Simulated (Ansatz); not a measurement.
**C2H7AlS: basis-set convergence**

An exercise on one series of results from a longer session: the logs are not shown, and one member is left open.

Computed with Ansatz 0.2.0, Gaussian basis. Level: one geometry, several basis sets.

The runs, in order: PBE0-D4/def2-SVP; ωB97M-V/def2-SVP; PBE0-D4/def2-QZVPP; ωB97M-V/def2-QZVPP; the functionals' def2-TZVPP values are taken from earlier runs.

## Structure used throughout

An earlier PBE0-D4 in a triple-zeta def2 set relaxation fixed the geometry.

SMILES `C[CH2][AlH][SH]`, 11 atoms, charge 0, spin multiplicity 1.

Atoms are counted from 1 here; the program's logs count them from 0.

Bond lengths: C1–C2 1.526 Å, C1–H5 1.094 Å, C1–H6 1.094 Å, C1–H7 1.094 Å, C2–Al3 1.956 Å, C2–H8 1.098 Å, C2–H9 1.098 Å, Al3–S4 2.188 Å, Al3–H10 1.584 Å, S4–H11 1.345 Å. Angles: C2–C1–H5 111.7°, C2–C1–H6 112.1°, C2–C1–H7 111.7°, H5–C1–H6 107.0°, H5–C1–H7 107.0°, H6–C1–H7 107.0°, C1–C2–Al3 117.1°, C1–C2–H8 110.3°, C1–C2–H9 110.4°, Al3–C2–H8 106.9°, Al3–C2–H9 107.0°, H8–C2–H9 104.3°, C2–Al3–S4 120.5°, C2–Al3–H10 124.0°, S4–Al3–H10 115.5°, Al3–S4–H11 93.7°.

The first run:

in.yaml reads:

```yaml
crystal:
  periodic: [false, false, false]
  atoms:
    - {symbol: C, position_ang: [-1.297367, -0.256597, -0.285063]}
    - {symbol: C, position_ang: [-0.319616, 0.878592, 0.006972]}
    - {symbol: Al, position_ang: [1.540850, 0.384812, 0.354491]}
    - {symbol: S, position_ang: [2.164028, -1.712025, 0.298125]}
    - {symbol: H, position_ang: [-1.357028, -0.962678, 0.547915]}
    - {symbol: H, position_ang: [-2.311513, 0.110899, -0.467132]}
    - {symbol: H, position_ang: [-1.000295, -0.828128, -1.168857]}
    - {symbol: H, position_ang: [-0.309963, 1.597233, -0.823505]}
    - {symbol: H, position_ang: [-0.661835, 1.464986, 0.870167]}
    - {symbol: H, position_ang: [2.685887, 1.427024, 0.688123]}
    - {symbol: H, position_ang: [0.932353, -2.161217, -0.000636]}
basis:
  gaussian: {orbitals: def2-SVP}
hamiltonian: {xc: pbe0, dispersion: d4}
output: {orbitals: {seedname: orbitals}}
```

Steps of the session up to this table: PBE0-D4 in def2-SVP; ωB97M-V in def2-SVP; PBE0-D4 in def2-QZVPP; ωB97M-V in def2-QZVPP.

One of the session's tables, all rows but one given; the rest of the session is left out.

It belongs to the step «Density functionals: the series». 

```
functional       basis  HOMO (eV)
   PBE0-D4    def2-SVP          ?
   PBE0-D4  def2-TZVPP      -7.64
   PBE0-D4  def2-QZVPP      -7.66
   ωB97M-V    def2-SVP      -9.68
   ωB97M-V  def2-TZVPP      -9.83
   ωB97M-V  def2-QZVPP      -9.86
```

Estimate the missing values for PBE0-D4, def2-SVP.

As computed: HOMO (eV): -7.54. In the column «HOMO (eV)» it is the highest.
